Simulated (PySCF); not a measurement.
**C₆H₆BrF: a tour of settings**

Which settings matter for C₆H₆BrF (`FC1=C[C@H](Br)C=CC1`), and how do bad ones show?

The runs use PySCF 2.14.0, with density-fitted response routines of our own; the level of theory stands in each step. All values are computed, except where a source is named. Atoms are numbered from 0 throughout.

### Step 1. Starting geometry

14 atoms, charge 0, multiplicity 1; geometry from: GFN2-xTB.

Bonds of the start (Å): F0–C1 1.35, C1–C2 1.33, C2–C3 1.48, C3–Br4 2.05, C3–C5 1.48, C5–C6 1.33, C6–C7 1.49, C7–C1 1.49, C2–H8 1.08, C3–H9 1.09, C5–H10 1.08, C6–H11 1.08, C7–H12 1.10, C7–H13 1.10.

### Step 2. NMR shieldings: PBE0/pcSseg-1

What the job is given:

```
{"job": {"kind": "nmr", "xc": "PBE0", "basis": "pcSseg-1"}, "charge": 0, "multiplicity": 1}
F     -1.564851    -2.203994     0.378865
C     -0.765861    -1.132409     0.197555
C      0.546946    -1.289214     0.104463
C      1.435479    -0.126020    -0.087406
Br     2.408429     0.237490     1.683386
C      0.729171     1.119661    -0.463300
C     -0.586086     1.255255    -0.373242
C     -1.495689     0.159728     0.076450
H      0.996981    -2.264942     0.205795
H      2.275206    -0.349674    -0.746363
H      1.352293     1.942582    -0.781176
H     -1.060518     2.188316    -0.639079
H     -2.330734     0.042885    -0.623026
H     -1.941443     0.419865     1.044913
```

Level: GIAO PBE0/pcSseg-1 NMR shielding, non-relativistic, gas phase.

Command:

```sh
$ OMP_NUM_THREADS=1 python probes_run.py task.json out
```

One launch serves the whole session: the jobs run in the order shown.

Log:

```text
coarse grid: 58544 points
cycle   1  E = -2905.1756742335  dE = -4.372e-03  |g| = 8.245e-01  |ddm| = 3.652e+00
cycle   2  E = -2905.1559602027  dE =  1.971e-02  |g| = 7.033e-01  |ddm| = 8.992e-01
cycle   3  E = -2905.2259833348  dE = -7.002e-02  |g| = 2.330e-01  |ddm| = 5.933e-01
cycle   4  E = -2905.2354499976  dE = -9.467e-03  |g| = 5.484e-02  |ddm| = 1.768e-01
cycle   5  E = -2905.2360021783  dE = -5.522e-04  |g| = 1.841e-02  |ddm| = 6.288e-02
cycle   6  E = -2905.2360829361  dE = -8.076e-05  |g| = 5.830e-03  |ddm| = 2.181e-02
cycle   7  E = -2905.2360910426  dE = -8.106e-06  |g| = 1.010e-03  |ddm| = 5.904e-03
final grid: 124160 points
cycle   8  E = -2905.2360954781  dE =  1.897e-07  |g| = 1.410e-03  |ddm| = 3.211e-03
cycle   9  E = -2905.2360948222  dE =  6.559e-07  |g| = 2.201e-03  |ddm| = 3.825e-03
cycle  10  E = -2905.2360959896  dE = -1.167e-06  |g| = 2.105e-04  |ddm| = 2.230e-03
cycle  11  E = -2905.2360960003  dE = -1.069e-08  |g| = 5.170e-05  |ddm| = 2.504e-04
cycle  12  E = -2905.2360960009  dE = -5.753e-10  |g| = 1.245e-05  |ddm| = 4.794e-05
converged SCF energy = -2905.2360960009

GIAO shielding tensors (ppm)
atom      isotropic    diamagn.    paramagn.     s11        s22        s33       span
  0 F      263.240     475.425    -212.185    166.120    274.202    349.399    183.279
  1 C       11.845     251.656    -239.811    -84.603     49.940     70.199    154.803
  2 C       74.030     254.717    -180.688    -20.403     87.661    154.831    175.234
  3 C      123.415     244.921    -121.506     78.762    127.873    163.610     84.848
  4 Br    1755.049    3123.317   -1368.268   1069.298   1216.839   2979.009   1909.711
  5 C       51.120     252.237    -201.117    -65.045     57.670    160.736    225.781
  6 C       51.906     254.960    -203.054    -56.781     55.274    157.226    214.007
  7 C      154.534     249.125     -94.590    138.872    159.998    164.733     25.861
  8 H       25.718      29.703      -3.985     22.531     26.053     28.572      6.042
  9 H       26.021      29.122      -3.101     21.143     24.895     32.025     10.882
 10 H       25.301      30.084      -4.783     22.646     25.161     28.095      5.449
 11 H       25.550      29.826      -4.276     23.099     25.930     27.621      4.522
 12 H       28.707      27.892       0.815     24.056     27.226     34.839     10.783
 13 H       28.423      27.617       0.806     25.546     25.945     33.778      8.231
```

Run time: 56 s. Hardware: 1 thread of Arm Neoverse N1, shared host; peak memory 0.85 GiB.

Shifts follow as δ = σ(reference) − σ, with reference shieldings (ppm) from runs at the same level and on the same kind of geometry: 1H TMS 31.72, 13C TMS 186.9, 19F CFCl3 170.9, 79Br HBr 2622. The references are single molecules in the gas phase, so shifts against H2O, NH3, PH3, H3PO4 or CFCl3 are not on the usual liquid scales and can be off by tens of ppm.

```
atoms                                 environment  σ (ppm)  δ (ppm)  δ scaled to CDCl3
   C1             fully substituted alkene carbon     11.8    175.1              169.0
   C5                                   alkene CH     51.1    135.8              130.6
   C6                                   alkene CH     51.9    135.0              129.9
   C2                                   alkene CH     74.0    112.9              108.3
   C3                 allylic sp3 CH bonded to Br    123.4     63.5               45.2
   C7                             allylic sp3 CH2    154.5     32.4               29.7
  H10                    hydrogen on an alkene CH    25.30     6.42               6.15
  H11                    hydrogen on an alkene CH    25.55     6.17               5.92
   H8                    hydrogen on an alkene CH    25.72     6.00               5.76
   H9  hydrogen on an allylic sp3 CH bonded to Br    26.02     5.70               5.48
  H13              hydrogen on an allylic sp3 CH2    28.42     3.29               3.21
  H12              hydrogen on an allylic sp3 CH2    28.71     3.01               2.94
   F0                            vinylic fluorine    263.2    -92.3                  –
  Br4                         bromine bonded to C     1755      867                  –
```

The scaled column applies a straight-line fit of computed shieldings to shifts measured in CDCl3, with any fitted terms for Cl, Br or S neighbours, and one for carbons that bear F (root-mean-square error 0.16 ppm for H, 1.9 ppm for C).

Charges from the same density, by scheme (e):

```
atoms  Mulliken    IAO  Hirshfeld  ESP fit
   F0     -0.28  -0.27      -0.08    -0.22
   C1      0.23   0.31       0.10     0.30
   C2     -0.07  -0.22      -0.09    -0.24
   C3     -0.25  -0.11       0.01    -0.26
  Br4     -0.17  -0.14      -0.11    -0.14
   C5      0.00  -0.16      -0.06    -0.13
   C6     -0.17  -0.13      -0.03    -0.17
   C7     -0.14  -0.30      -0.07     0.00
```

Mayer bond orders: F0–C1 0.90, C1–C2 1.82, C2–C3 1.01, C3–Br4 0.94, C3–C5 1.02, C5–C6 1.88, C6–C7 1.04, C7–C1 1.06.

Ring of atoms C1, C2, C3, C5, C6, C7: NICS(0) -0.4, NICS(1) -1.9, NICS(1)zz -0.3 ppm (means of both faces; NICS(1) differs between them: -3.2 and -0.6).

The two faces differ (NICS(1)zz -2.9 and 2.3 ppm).

The fields below are evaluated on a grid from the run's orbitals.

Frontier orbitals at PBE0/pcSseg-1, with the share of their density that lies nearest to each atom:

```
orbital  energy (eV)                                   lies on
   HOMO        -7.32  Br4 30 %; C1, C2 about 23 % each; F0 7 %
   LUMO        -1.34                Br4 32 %; C3 20 %; C6 12 %
```

ELF in a plane through or near 10 of the atoms.

Values, 10 rows by 14 columns:
```
0.00 0.00 0.00 0.00 0.00 0.00 0.00 0.00 0.00 0.00 0.00 0.00 0.00 0.00
0.00 0.00 0.00 0.00 0.00 0.01 0.01 0.00 0.02 0.04 0.00 0.00 0.00 0.00
0.00 0.00 0.00 0.00 0.26 0.99 0.91 0.02 0.74 0.81 0.40 0.02 0.00 0.00
0.00 0.00 0.00 0.01 0.04 0.92 0.68 0.54 0.68 0.77 0.71 0.05 0.00 0.00
0.00 0.00 0.03 0.07 0.44 0.89 0.45 0.69 0.35 0.52 0.11 0.06 0.00 0.00
0.00 0.01 0.04 0.12 0.64 0.39 0.47 0.10 0.64 0.15 0.96 0.84 0.03 0.00
0.00 0.00 0.01 0.01 0.08 0.55 0.23 0.42 0.21 0.30 0.15 0.08 0.00 0.00
0.00 0.00 0.00 0.02 0.95 1.00 0.36 0.51 1.00 0.98 0.06 0.00 0.00 0.00
0.00 0.00 0.00 0.00 0.11 0.39 0.01 0.10 0.91 0.76 0.01 0.00 0.00 0.00
0.00 0.00 0.00 0.00 0.00 0.00 0.00 0.00 0.00 0.00 0.00 0.00 0.00 0.00
```
The map spans 10.1 Å across and 9.8 Å up, centred on the molecule. Atoms in the plane (x, y in Å): F0 (1.6, 2.2), C1 (0.8, 1.1), C2 (-0.5, 1.3), C3 (-1.4, 0.1), C5 (-0.7, -1.2), C6 (0.6, -1.3), C7 (1.5, -0.1), H8 (-1.0, 2.3), H10 (-1.4, -2.1), H11 (1.0, -2.3).

On the surface of density 0.002 e/bohr³ the electrostatic potential runs, from the 1st to the 99th percentile, from -0.84 V near Br4 to 1.12 V near H11.

### Step 3. TDDFT and polarisability: PBE0/def2-SVPD

Same as in step 2 but for these lines:

```diff
@@ -1,2 +1,2 @@
-{"job": {"kind": "nmr", "xc": "PBE0", "basis": "pcSseg-1"}, "charge": 0, "multiplicity": 1}
+{"job": {"kind": "uv", "xc": "PBE0", "basis": "def2-SVPD", "nstates": 6, "ntriplets": 2}, "charge": 0, "multiplicity": 1}
 F     -1.564851    -2.203994     0.378865
```

Level: TDDFT PBE0/def2-SVPD, vertical, gas phase, core orbitals frozen in the response.

Log:

```text
coarse grid: 58544 points
cycle   1  E = -2904.9650402098  dE =  7.189e-02  |g| = 4.820e-01  |ddm| = 7.954e+00
cycle   2  E = -2904.9393719217  dE =  2.567e-02  |g| = 6.207e-01  |ddm| = 1.972e+00
cycle   3  E = -2905.0153289976  dE = -7.596e-02  |g| = 8.680e-02  |ddm| = 9.493e-01
cycle   4  E = -2905.0167139103  dE = -1.385e-03  |g| = 3.503e-02  |ddm| = 2.730e-01
cycle   5  E = -2905.0170066973  dE = -2.928e-04  |g| = 1.152e-02  |ddm| = 1.197e-01
cycle   6  E = -2905.0170347271  dE = -2.803e-05  |g| = 5.574e-03  |ddm| = 3.584e-02
cycle   7  E = -2905.0170425208  dE = -7.794e-06  |g| = 5.590e-04  |ddm| = 1.329e-02
final grid: 124160 points
cycle   8  E = -2905.0170389853  dE = -2.740e-08  |g| = 7.022e-04  |ddm| = 1.469e-02
cycle   9  E = -2905.0170388566  dE =  1.288e-07  |g| = 1.013e-03  |ddm| = 4.298e-03
cycle  10  E = -2905.0170391243  dE = -2.677e-07  |g| = 8.898e-05  |ddm| = 2.586e-03
cycle  11  E = -2905.0170391262  dE = -1.895e-09  |g| = 1.690e-05  |ddm| = 2.643e-04
cycle  12  E = -2905.0170391262  dE = -5.093e-11  |g| = 3.930e-06  |ddm| = 4.000e-05
converged SCF energy = -2905.0170391262

Static polarisability (au): isotropic 94.096, principal 72.382 83.381 126.526

Singlet excitations
state   eV       nm        f      main configurations
  1   4.7908    258.8   0.02295   H-1->L 0.47, H->L 0.46
  2   4.9246    251.8   0.02770   H-2->L 0.56, H-1->L 0.27, H->L 0.14
  3   5.3243    232.9   0.18074   H-2->L 0.38, H->L 0.32, H-1->L 0.16
  4   5.7655    215.0   0.02453   H-3->L 0.87
  5   6.2220    199.3   0.01361   H->L+1 0.78, H-1->L+1 0.14
  6   6.6061    187.7   0.11896   H-1->L+1 0.51, H-2->L+1 0.17, H->L+2 0.14

Triplet excitations (Tamm-Dancoff, eV): 3.7996 3.9309
```

It took 86 s on 1 thread of Arm Neoverse N1, shared host; peak memory 0.89 GiB.

Frontier orbitals and where they lie:

```
orbital     eV                       atoms
 HOMO−3  -8.46  Br4 36 %, C5 15 %, C6 12 %
 HOMO−2  -7.92           Br4 77 %, C3 10 %
 HOMO−1  -7.59  Br4 49 %, C5 19 %, C6 19 %
   HOMO  -7.38  Br4 28 %, C2 25 %, C1 21 %
   LUMO  -1.45  Br4 36 %, C3 21 %, C6 10 %
 LUMO+1  -0.16   C6 18 %, C1 18 %, C5 17 %
 LUMO+2   0.51   Br4 16 %, C6 12 %, C5 9 %
```

With each of the 6 states as a Gaussian band of 0.4 eV half-width at 1/e, the curve within the window shown has maxima at 234 nm (ε 8,200), 189 nm (ε 5,100) L/(mol cm). Beyond the last state computed it falls off for lack of states. The curve at chosen wavelengths:

```
 nm  ε (L/mol/cm)
180          2774
185          4569
189          5058
194          4282
199          2955
203          2216
208          2052
212          2545
217          3834
222          5572
226          6909
231          7999
236          8137
240          7617
245          6491
250          5210
254          4251
259          3220
264          2382
268          1834
273          1283
277           936
282           608
287           377
291           250
296           144
```

Leading natural transition orbitals of singlet state 3: the hole lies on Br4 28 %; C2 19 %; C1 13 %; the particle on Br4 36 %; C3 22 %; C6 11 %.

Leading natural transition orbitals of singlet state 1: the hole lies on Br4 64 %; C1, C2 about 11 % each; the particle on Br4 37 %; C3 23 %; C6 11 %.

Further results of this job:

```
           property  computed
  dipole moment (D)      2.67
polarisability (Å³)     13.94
 HOMO–LUMO gap (eV)      5.93
      −ε(HOMO) (eV)      7.38
```

### Step 4. J couplings: BHandHLYP/6-31G-J

Same as in step 3 but for these lines:

```diff
@@ -1,2 +1,2 @@
-{"job": {"kind": "uv", "xc": "PBE0", "basis": "def2-SVPD", "nstates": 6, "ntriplets": 2}, "charge": 0, "multiplicity": 1}
+{"job": {"kind": "j", "xc": "BHandHLYP", "basis": "6-31G-J", "scf": {"diis": false, "max_cycle": 68}}, "charge": 0, "multiplicity": 1}
 F     -1.564851    -2.203994     0.378865
```

Level: BHandHLYP/6-31G-J.

Log:

```text
KeyError: 'Element f (Z=9) not found in basis 6-31G-J version 0'
```

Run time: 0.01 s. Hardware: 1 thread of Arm Neoverse N1, shared host.

**What went wrong.** The basis 6-31G-J has no functions for an element of the molecule, so the input was refused before any integral. The remedy is to choose a basis that covers all elements.

### Step 5. NMR shieldings: revPBE/pcSseg-1

Same as in step 4 but for these lines:

```diff
@@ -1,2 +1,2 @@
-{"job": {"kind": "j", "xc": "BHandHLYP", "basis": "6-31G-J", "scf": {"diis": false, "max_cycle": 68}}, "charge": 0, "multiplicity": 1}
+{"job": {"kind": "nmr", "xc": "revPBE", "basis": "pcSseg-1", "pop": false, "scf": {"max_cycle": 3}}, "charge": 0, "multiplicity": 1}
 F     -1.564851    -2.203994     0.378865
```

Level: GIAO revPBE/pcSseg-1 NMR shielding, non-relativistic, gas phase.

Log:

```text
final grid: 124160 points
cycle   1  E = -2905.5134993139  dE = -2.386e-01  |g| = 9.819e-01  |ddm| = 3.739e+00
cycle   2  E = -2905.4115268491  dE =  1.020e-01  |g| = 1.016e+00  |ddm| = 1.236e+00
cycle   3  E = -2905.5565869241  dE = -1.451e-01  |g| = 4.113e-01  |ddm| = 1.057e+00
SCF not converged, last energy = -2905.5565869241
```

Wall time 15 s (1 thread of Arm Neoverse N1, shared host); peak memory 0.65 GiB.

Diagnosis: The cap of 3 cycles ended the SCF at a gradient of 4.1e-01. The remedy is to raise the cap. Numbers printed on the way are no properties of the molecule.

### Step 6. Shielding tensors: WP04/cc-pVDZ in acetone

Same as in step 5 but for these lines:

```diff
@@ -1,2 +1,2 @@
-{"job": {"kind": "nmr", "xc": "revPBE", "basis": "pcSseg-1", "pop": false, "scf": {"max_cycle": 3}}, "charge": 0, "multiplicity": 1}
+{"job": {"kind": "nmr", "xc": "WP04", "basis": "cc-pVDZ", "solvent": "acetone", "pop": false}, "charge": 0, "multiplicity": 1}
 F     -1.564851    -2.203994     0.378865
```

Method: GIAO WP04/cc-pVDZ NMR shielding, non-relativistic, IEF-PCM acetone.

Log:

```text
coarse grid: 58544 points
cycle   1  E = -2926.2501569083  dE =  3.704e-02  |g| = 7.791e-01  |ddm| = 8.191e+00
cycle   2  E = -2926.1643883301  dE =  8.577e-02  |g| = 1.071e+00  |ddm| = 3.147e+00
cycle   3  E = -2926.3661369397  dE = -2.017e-01  |g| = 1.530e-01  |ddm| = 1.605e+00
cycle   4  E = -2926.3714708790  dE = -5.334e-03  |g| = 3.590e-02  |ddm| = 3.275e-01
cycle   5  E = -2926.3717352365  dE = -2.644e-04  |g| = 1.688e-02  |ddm| = 8.288e-02
cycle   6  E = -2926.3718026354  dE = -6.740e-05  |g| = 6.243e-03  |ddm| = 3.837e-02
cycle   7  E = -2926.3718124594  dE = -9.824e-06  |g| = 1.237e-03  |ddm| = 1.121e-02
final grid: 124160 points
cycle   8  E = -2926.3718091504  dE =  4.371e-07  |g| = 1.846e-03  |ddm| = 7.600e-03
cycle   9  E = -2926.3718072531  dE =  1.897e-06  |g| = 3.249e-03  |ddm| = 9.221e-03
cycle  10  E = -2926.3718100361  dE = -2.783e-06  |g| = 3.723e-04  |ddm| = 5.514e-03
cycle  11  E = -2926.3718100758  dE = -3.971e-08  |g| = 6.103e-05  |ddm| = 8.501e-04
cycle  12  E = -2926.3718100768  dE = -9.150e-10  |g| = 1.113e-05  |ddm| = 1.080e-04
converged SCF energy = -2926.3718100768

GIAO shielding tensors (ppm)
atom      isotropic    diamagn.    paramagn.     s11        s22        s33       span
  0 F      287.645     475.138    -187.493    197.820    300.992    364.123    166.303
  1 C       22.782     255.921    -233.138    -61.340     53.389     76.298    137.638
  2 C       82.759     258.113    -175.354     -0.953     88.528    160.701    161.654
  3 C      116.962     251.720    -134.758     68.538    119.219    163.128     94.590
  4 Br    1906.859    3124.732   -1217.873   1304.538   1402.420   3013.619   1709.081
  5 C       64.856     254.560    -189.704    -37.394     67.546    164.416    201.809
  6 C       60.219     256.040    -195.821    -36.916     57.471    160.103    197.019
  7 C      157.523     256.079     -98.556    145.169    157.972    169.426     24.257
  8 H       26.366      30.662      -4.296     23.417     26.356     29.326      5.910
  9 H       26.206      29.367      -3.161     22.225     24.826     31.567      9.342
 10 H       25.950      30.631      -4.681     23.388     25.493     28.970      5.583
 11 H       25.912      30.237      -4.325     23.886     25.837     28.013      4.127
 12 H       28.937      28.338       0.599     24.594     27.732     34.486      9.892
 13 H       28.721      29.154      -0.432     26.096     26.572     33.497      7.401
```

Run time: 36 s. Hardware: 1 thread of Arm Neoverse N1, shared host; peak memory 0.95 GiB.

This run: σ C1 22.8, C6 60.2, C5 64.9, C2 82.8, H11 25.91, H10 25.95 ppm.

### Step 7. Comparing the runs: NMR shifts

Isotropic shieldings (ppm) of some atoms, chosen among heavy atoms and hydrogens apart, with basis size and wall time:

```
                    run    C1    C5    C2    H10     H8     F0   Br4  functions  time
          PBE0/pcSseg-1  11.8  51.1  74.0  25.30  25.72  263.2  1755        190  56 s
WP04/cc-pVDZ in acetone  22.8  64.9  82.8  25.95  26.37  287.6  1907        155  36 s
```

### Step 8. Results

| quantity | value |
| --- | --- |
| 13C shifts against TMS (PBE0/pcSseg-1) | 175.1, 135.8, 135.0, 112.9, 63.5, 32.4 ppm |
| 1H shifts against TMS (PBE0/pcSseg-1) | 6.42, 6.17, 6.00, 5.70, 3.29, 3.01 ppm |
| 19F shifts against CFCl3 (PBE0/pcSseg-1) | -92.3 ppm |
| 79Br shifts against HBr (PBE0/pcSseg-1) | 867 ppm |
| surface potential, 1st and 99th percentile | -0.84 V and 1.12 V |
| lowest singlet (PBE0/def2-SVPD) | 4.79 eV (259 nm), f = 0.023 |
| brightest single state of those computed | state 3, 5.32 eV, f = 0.181 |
| lowest triplet | 3.80 eV |
| range of the shielding of Br4 | 1755 to 1907 ppm |
| property runs in this session | 5, of which 2 failed and 0 gave unsound results |

**Reading.** Single values in the summary come from the first run of each kind that ended normally (PBE0/pcSseg-1; PBE0/def2-SVPD), which need not be the best level. C3 stands next to heavy halogen, whose spin-orbit shielding this run leaves out, so the computed shift lies too far downfield, most of all for carbon beside Br or I. At PBE0/pcSseg-1: The widest tensor belongs to Br4: span 1910 ppm, with a paramagnetic part of -1368 ppm. By nearest atom (PBE0/pcSseg-1), the HOMO sits on Br4 30 %; C1, C2 about 23 % each and the LUMO on Br4 32 %; C3 20 %. The lowest singlet, at 4.79 eV, is HOMO−1→LUMO 0.47, HOMO→LUMO 0.46 and is weak; of the 6 states computed, the strongest absorption comes from state 3 at 5.32 eV (the last state computed is bright too, and its partners may lie past the list). The lowest triplet lies 0.99 eV below the lowest singlet (triplets in Tamm-Dancoff, singlets in full TDDFT). In ppm, Br4 moves most: its shielding spreads over 152 ppm, from 1755 (PBE0/pcSseg-1) to 1907 (WP04/cc-pVDZ in acetone). Spin-orbit coupling is left out, which matters for shieldings and couplings at and beside the heavy atoms.
